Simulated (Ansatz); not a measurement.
# SnO: the cost of one run

Program: Ansatz 0.2.0. Level of theory: DFT PBE+D3(BJ), scalar-relativistic, plane waves, PAW. These are calculated values, not measurements.

2 further runs of the same task are left out: 2 set aside as unsound or not needed.

### 1 Starting point

It takes space group P4/nmm (No. 129, tetragonal). Conventional cell: a = 3.802 Å, b = 3.802 Å, c = 4.836 Å, α = 90.00°, β = 90.00°, γ = 90.00°. Sn (site symmetry 4mm) is surrounded by 4 O at 2.22 Å. O (site symmetry -4m2) is surrounded by 4 Sn at 2.22 Å.

Coordinates:

```cif
data_structure
_symmetry_space_group_name_H-M 'P 1'
_symmetry_Int_Tables_number 1
_cell_length_a 3.8020
_cell_length_b 3.8020
_cell_length_c 4.8360
_cell_angle_alpha 90.000
_cell_angle_beta 90.000
_cell_angle_gamma 90.000
_cell_volume 69.91
loop_
_atom_site_label
_atom_site_type_symbol
_atom_site_fract_x
_atom_site_fract_y
_atom_site_fract_z
_atom_site_occupancy
Sn1 Sn 0.00000 0.50000 0.23850 1
Sn2 Sn 0.50000 0.00000 0.76150 1
O1 O 0.00000 0.00000 0.00000 1
O2 O 0.50000 0.50000 0.00000 1
```

Source of the structure: the Crystallography Open Database.

### 8 The grid

Atoms count from 1 in the order of the input.

The upper layer of a bilayer is slid over the lower one; relaxed at each slide: nothing; the origin of the map has Sn5 above Sn4; the distance between the facing planes is held at 4.00 Å.

- slide of the upper layer along the first cell vector, from Sn5 above Sn4: 8 values from 0.000 to 0.875, periodic
- slide of the upper layer along the second cell vector, from Sn5 above Sn4: 8 values from 0.000 to 0.875, periodic

Nothing else is relaxed. Points are written as (first, second).

The two vectors of the plane (Å): (3.820, 0.000, 0.000); (0.000, 3.820, 0.000).

(The set-up runs are not shown.)

### 9 Grid point (0/8, 0/8) of the map's two axes

Input file input.yaml:

```yaml
crystal:
  lattice:
    - [3.8201711355, 0.0, 0.0]
    - [0.0, 3.8201711355, 0.0]
    - [0.0, 0.0, 22.2260714393]
  atoms:
    - { symbol: Sn, position: [0.5, 0.0, 0.2024649301] }
    - { symbol: O, position: [0.0, 0.0, 0.2556240258] }
    - { symbol: O, position: [0.5, 0.5, 0.2556240258] }
    - { symbol: Sn, position: [0.0, 0.5, 0.3087831216] }
    - { symbol: Sn, position: [0.0, 0.5, 0.4887519483] }
    - { symbol: O, position: [0.5, 0.5, 0.5419110441] }
    - { symbol: O, position: [0.0, 0.0, 0.5419110441] }
    - { symbol: Sn, position: [0.5, 0.0, 0.5950701398] }
basis:
  ecutwfc: 420
kpoints:
  mp_grid: { grid: [7, 7, 1] }
hamiltonian:
  xc: pbe
  pseudopotentials: { kind: paw, azcp: { folder: soft_1 } }
  dispersion: d3bj
scf:
  occupations: { method: gaussian, width: 0.05 }
output:
  forces: true
  eigenvalues: true
efield:
  axis: 3
  dipole_correction: true
  ramp_width: 0.04
```

On the command line:

```
ansatz run input.yaml --threads 1 --pin off --max-ram 3072MiB --backend cpu --events-out ev --progress --plain --runs-dir out
```

Q: Estimate wall time and peak memory on 1 thread of Intel Xeon 6975P-C (Granite Rapids), shared host.

About 9.8 s, with a peak of 0.53 GiB.
